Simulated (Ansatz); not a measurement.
C₂H₆AlN, SMILES [NH2][Al]1[CH2][CH2]1: an atomisation energy, run with Ansatz's Python interface.

Script `c2h6aln_tae.py`:
```python
# -*- coding: utf-8 -*-
"""Atomisation energy of C2H6AlN at the given geometry."""

from collections import Counter

import ansatz as az
from ase import Atoms


def energy(molecule, charge=0, unpaired=0):
    calc = (
        molecule.calculation()
        .basis(gaussian="6-31G*")
        .functional("hf")
        .accuracy("medium")
        .scf(lower_state_search="off")
    )
    if charge:
        calc = calc.charge(charge)
    if unpaired:
        calc = calc.spin("collinear", total=unpaired)
    return calc.run().report["free_energy_ev"]


def main():
    atoms = Atoms(["N", "Al", "C", "C", "H", "H", "H", "H", "H", "H"], positions=[
        (-1.883, 1.0701, -1.1144),
        (-0.714, 0.1413, -0.0245),
        (0.5598, -1.331, 0.2149),
        (1.133, -0.0159, 0.8573),
        (-1.4011, 1.3928, -1.9985),
        (-2.1706, 2.0073, -0.6123),
        (0.3493, -2.1099, 0.9753),
        (1.2223, -1.6129, -0.6691),
        (1.9255, 0.4534, 0.3799),
        (1.0619, -0.0464, 1.9943),
    ])
    c2h6aln = az.Crystal.molecule_from_ase(atoms)

    # unpaired electrons of the ground-state atoms
    unpaired = {"N": 3, "Al": 1, "C": 2, "H": 1}
    counts = Counter(site.symbol for site in c2h6aln.cartesian_sites)
    atom_energy = {s: energy(az.Crystal.molecule().atom(s, (0, 0, 0)), 0, unpaired[s]) for s in counts}
    whole = energy(c2h6aln, 0, 0)
    for s, e in atom_energy.items():
        print(f"{s:2s} x{counts[s]}  {e:14.5f} eV")
    print(f"C2H6AlN: {whole:.5f} eV")
    split = sum(counts[s] * e for s, e in atom_energy.items()) - whole
    print(f"atomisation energy (no zero-point term): {split:.3f} eV, {split / sum(counts.values()):.3f} eV an atom")


if __name__ == "__main__":
    main()
```

What does it cost to take this molecule apart into atoms?

24.347 eV from the electronic energies, without the zero-point term.

What the script printed:

`python c2h6aln_tae.py` gives:
```text
N  x1     -1479.90327 eV
Al x1     -6581.26357 eV
C  x2     -1025.34844 eV
H  x6       -13.55761 eV
C2H6AlN: -10217.55612 eV
atomisation energy (no zero-point term): 24.347 eV, 2.435 eV an atom
```

The settings weren't tested for convergence. The geometry is a force-field or estimated start, not a minimum of this method, and the basis set is short of its limit. All parts are taken at fixed geometry, without zero-point energy. Hartree-Fock leaves correlation out, so bond, atomisation and ionisation energies come out well too low. Hardware and time: 0.9 s on 1 thread of Arm Neoverse V2, on a shared host, peak memory 0.19 GiB.

(A comment or docstring line of the script was reworded after the run, the code is as it ran; lines on the test bed's own set-up are left out of the output.)
